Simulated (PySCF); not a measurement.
# One shape, several levels: Ge2H6S (digermathiane)

Aim: a comparison of 5 runs (BP86/STO-3G, PBE0/def2-SVP, PBE/aug-cc-pVDZ, B3LYP/def2-TZVP, CCSD(T)/cc-pVDZ) of Ge2H6S (digermathiane). 

The calculation is run with PySCF 2.14.0.

## Step 1: The molecule

Ge2H6S has 9 atoms, charge 0, and is taken as a singlet. As SMILES, `[GeH3][S][GeH3]`. Geometry: relaxed at PBE0-D4/def2-TZVP.

Bond lengths: Ge1–S2 2.221 Å, S2–Ge3 2.222 Å, Ge1–H4 1.538 Å, Ge1–H5 1.533 Å, Ge1–H6 1.538 Å, Ge3–H7 1.538 Å, Ge3–H8 1.533 Å, Ge3–H9 1.538 Å. Some angles: Ge1–S2–Ge3 98.4°, S2–Ge1–H4 109.9°, S2–Ge1–H5 106.0°, S2–Ge1–H6 109.9°, S2–Ge3–H7 109.9°, S2–Ge3–H8 106.0°, S2–Ge3–H9 109.9°, H4–Ge1–H5 110.8°, H4–Ge1–H6 109.5°, H5–Ge1–H6 110.8°.

## Step 2: Energy and gradient at BP86/STO-3G (run 1)

Input file input.py:

```python
import pyscf.grad
from pyscf import gto, dft

mol = gto.M(
    atom=[
    ('Ge', (-0.832200, 0.755800, -1.243000)),
    ('S', (1.255300, 0.669100, -0.488300)),
    ('Ge', (0.927300, -0.725200, 1.209800)),
    ('H', (-1.295800, -0.649300, -1.661900)),
    ('H', (-0.806100, 1.701800, -2.449000)),
    ('H', (-1.763500, 1.297000, -0.145500)),
    ('H', (0.374900, -2.062500, 0.689200)),
    ('H', (2.299000, -0.921800, 1.865500)),
    ('H', (-0.070300, -0.111300, 2.206100)),
],
    max_memory=1860,
    verbose=3,
    basis='sto-3g',
    spin=0,
)

mf = dft.RKS(mol)
mf.xc = 'bp86'
mf.conv_tol = 1e-10
mf.grids.level = 5
mf.kernel()
if not mf.converged:
    mf = mf.newton().run(mf.mo_coeff, mf.mo_occ)

e_tot = mf.e_tot
print('Final energy', e_tot)
grad = mf.Gradients().kernel()
mf.analyze()
```

Command:

```sh
$ OMP_NUM_THREADS=1 python input.py
```

The log of the run:

```text
converged SCF energy = -4503.91460787555
[... 12 lines left out ...]
MO #3   energy= -86.915525503922   occ= 2
[... 5 lines left out ...]
MO #9   energy= -43.1866038094001  occ= 2
[... 5 lines left out ...]
MO #15  energy= -5.30627817006882  occ= 2
[... 5 lines left out ...]
MO #21  energy= -3.57308019228091  occ= 2
[... 5 lines left out ...]
MO #27  energy= -0.290900937708972 occ= 2
[... 5 lines left out ...]
MO #33  energy= -0.12670893506441  occ= 2
[... 5 lines left out ...]
MO #39  energy= -0.0975495365908344 occ= 2
[... 5 lines left out ...]
MO #45  energy= 0.16452456003282   occ= 0
[... 5 lines left out ...]
MO #51  energy= 0.312986261286143  occ= 0
[... 10 lines left out ...]
Dipole moment(X, Y, Z, Debye): -0.56449, -0.30587,  0.22043
```

Wall time 36 s (1 thread of Intel Xeon at 2.50GHz (Skylake/Cascade Lake), shared host); peak memory 0.53 GiB.

## Step 3: Energy and forces at PBE0/def2-SVP (run 2)

Input file mol.xyz:

```xyz
9

Ge    -0.832200     0.755800    -1.243000
S      1.255300     0.669100    -0.488300
Ge     0.927300    -0.725200     1.209800
H     -1.295800    -0.649300    -1.661900
H     -0.806100     1.701800    -2.449000
H     -1.763500     1.297000    -0.145500
H      0.374900    -2.062500     0.689200
H      2.299000    -0.921800     1.865500
H     -0.070300    -0.111300     2.206100
```

Input file input.py:

```python
import pyscf.grad
from pyscf import gto, dft

mol = gto.M(
    atom='mol.xyz',
    max_memory=1860,
    basis='def2-svp',
    spin=0,
    charge=0,
    verbose=4,
)

mf = dft.RKS(mol, xc='pbe0')
mf.conv_tol = 1e-10
mf.grids.level = 5
mf.kernel()
if not mf.converged:
    mf = mf.newton().run(mf.mo_coeff, mf.mo_occ)

e_final = mf.e_tot
print('E = %.10f Eh' % e_final)
grad = mf.Gradients().kernel()
mf.analyze()
```

Command:

```sh
$ OMP_NUM_THREADS=1 python input.py
```

The log of the run:

```text
PySCF version 2.14.0

[... 94 lines left out ...]
DFT Exchange-Correlation Energy =     -185.377078349543297
[... 15 lines left out ...]
MO #14  energy= -6.3009712996753   occ= 2
[... 13 lines left out ...]
MO #28  energy= -1.25371041852138  occ= 2
[... 13 lines left out ...]
MO #42  energy= -0.316316350215859 occ= 2
[... 13 lines left out ...]
MO #56  energy= 0.27862956125947   occ= 0
[... 13 lines left out ...]
MO #70  energy= 0.565887843361307  occ= 0
[... 13 lines left out ...]
MO #84  energy= 1.18900571174726   occ= 0
[... 13 lines left out ...]
MO #98  energy= 1.88182909159334   occ= 0
[... 13 lines left out ...]
MO #112 energy= 2.77677627323385   occ= 0
[... 124 lines left out ...]
Dipole moment(X, Y, Z, Debye): -1.13795, -0.61664,  0.44440
```

It took 88 s on 1 thread of Intel Xeon at 2.50GHz (Skylake/Cascade Lake), shared host; peak memory 1.1 GiB.

## Step 4: Energy and gradient at PBE/aug-cc-pVDZ (run 3)

Input file calc.py:

```python
from pyscf import gto, dft

mol = gto.Mole()
mol.atom = '''
Ge      -0.832200       0.755800      -1.243000
S        1.255300       0.669100      -0.488300
Ge       0.927300      -0.725200       1.209800
H       -1.295800      -0.649300      -1.661900
H       -0.806100       1.701800      -2.449000
H       -1.763500       1.297000      -0.145500
H        0.374900      -2.062500       0.689200
H        2.299000      -0.921800       1.865500
H       -0.070300      -0.111300       2.206100
'''
mol.max_memory = 1860
mol.basis = 'aug-cc-pvdz'
mol.spin = 0
mol.verbose = 4
mol.build()

mf = dft.RKS(mol)
mf.xc = 'pbe'
mf.grids.level = 5
mf.conv_tol = 1e-10
mf.kernel()
if not mf.converged:
    mf = mf.newton().run(mf.mo_coeff, mf.mo_occ)

e_final = mf.e_tot
print('E = %.10f Eh' % e_final)
grad = mf.nuc_grad_method().kernel()
mf.analyze()
```

Command:

```sh
$ OMP_NUM_THREADS=1 python calc.py
```

The log of the run:

```text
PySCF version 2.14.0

[... 103 lines left out ...]
MO #1   energy= -397.119013116228  occ= 2
[... 18 lines left out ...]
MO #20  energy= -4.22404077873445  occ= 2
[... 18 lines left out ...]
MO #39  energy= -0.330795765302159 occ= 2
[... 18 lines left out ...]
MO #58  energy= 0.0574989206279091 occ= 0
[... 18 lines left out ...]
MO #77  energy= 0.234411452883734  occ= 0
[... 18 lines left out ...]
MO #96  energy= 0.410929553042165  occ= 0
[... 18 lines left out ...]
MO #115 energy= 0.738767855602158  occ= 0
[... 18 lines left out ...]
MO #134 energy= 1.32651641153402   occ= 0
[... 18 lines left out ...]
MO #153 energy= 1.95220582698541   occ= 0
[... 165 lines left out ...]
Dipole moment(X, Y, Z, Debye): -0.99300, -0.53808,  0.38783
```

Wall time 4 min (1 thread of Intel Xeon at 2.50GHz (Skylake/Cascade Lake), shared host); peak memory 1.8 GiB.

Run 4 isn't shown in full; the table further down has it.

## Step 5: A single-point energy at CCSD(T)/cc-pVDZ (run 5)

Input file input.py:

```python
from pyscf import gto, scf, cc

system = gto.M(
    atom='''
Ge    -1.572630     1.428255    -2.348930
S      2.372173     1.264416    -0.922753
Ge     1.752343    -1.370429     2.286191
H     -2.448707    -1.226999    -3.140536
H     -1.523308     3.215936    -4.627939
H     -3.332532     2.450975    -0.274955
H      0.708458    -3.897560     1.302399
H      4.344480    -1.741950     3.525284
H     -0.132848    -0.210327     4.168925
''',
    max_memory=1860,
    basis='cc-pvdz',
    unit='bohr',
    verbose=4,
    charge=0,
)

calc0 = scf.RHF(system)
calc0.conv_tol = 1e-10
calc0.kernel()
if not calc0.converged:
    calc0 = calc0.newton().run(calc0.mo_coeff, calc0.mo_occ)

mycc = cc.CCSD(calc0, frozen=23)
mycc.kernel()
e_t = mycc.ccsd_t()
e_tot = mycc.e_tot + e_t
print('E = %.10f Eh' % e_tot)
calc0.analyze()
```

Command:

```sh
$ OMP_NUM_THREADS=1 python input.py
```

The log of the run:

```text
PySCF version 2.14.0

[... 96 lines left out ...]
Two-electron Energy =                 2304.447725042155525
[... 14 lines left out ...]
MO #11  energy= -46.3012544300059  occ= 2
[... 12 lines left out ...]
MO #24  energy= -1.67469452901983  occ= 2
[... 12 lines left out ...]
MO #37  energy= -0.50711424935224  occ= 2
[... 12 lines left out ...]
MO #50  energy= 0.19564373078231   occ= 0
[... 12 lines left out ...]
MO #63  energy= 0.592442205106517  occ= 0
[... 12 lines left out ...]
MO #76  energy= 0.986934196199607  occ= 0
[... 12 lines left out ...]
MO #89  energy= 1.64655730844497   occ= 0
[... 12 lines left out ...]
MO #102 energy= 2.22828630450662   occ= 0
[... 114 lines left out ...]
Dipole moment(X, Y, Z, Debye): -1.29183, -0.69993,  0.50453
```

Run time: 82 s. Hardware: 1 thread of Intel Xeon at 2.50GHz (Skylake/Cascade Lake), shared host; peak memory 0.58 GiB.

## Step 6: The series

```csv
run,level,task,integration grid,energy (Eh),dipole moment (D) of the reference,HOMO energy (eV),LUMO energy (eV),wall time
1,BP86/STO-3G,gradient,5,-4503.914608,0.68,-1.67,3.71,36 s
2,PBE0/def2-SVP,gradient,5,-4554.515657,1.37,-7.14,-0.03,88 s
3,PBE/aug-cc-pVDZ,gradient,5,-4554.951311,1.19,-6.01,-1.28,4 min
4,B3LYP/def2-TZVP,gradient,5,-4555.962527,1.17,-6.97,-0.40,4.3 min
5,CCSD(T)/cc-pVDZ,energy,–,-4552.166632,1.55,-9.92,3.14,82 s
```

## Step 7: Summary of results

| quantity | value |
| --- | --- |
| run 5: total energy | -4552.16663 Eh |
| run 5: dipole moment (Hartree–Fock density) | 1.55 D |
| run 5: HOMO energy (Hartree–Fock orbitals) | -9.92 eV |
| run 5: LUMO energy (Hartree–Fock orbitals) | 3.14 eV |
| run 5: HOMO–LUMO gap (Hartree–Fock orbitals) | 13.06 eV |
| run 5: correlation energy (23 core orbitals frozen) | -442.0 mEh |
| run 5: (T) correction | -12.62 mEh |
| run 5: T1 diagnostic | 0.008 |

Over runs 1, 2, 3, 4 the dipole moment (its size) runs from 0.68 D (BP86/STO-3G) to 1.37 D (PBE0/def2-SVP). The two ends differ in method and basis. Over runs 1, 2, 3, 4 the HOMO–LUMO gap runs from 4.74 eV (PBE/aug-cc-pVDZ) to 7.11 eV (PBE0/def2-SVP). Totals of different functionals can't be ranked against each other. In run 1 the basis is minimal, so the values are rough. All runs together took 12 min, the longest 4.3 min.
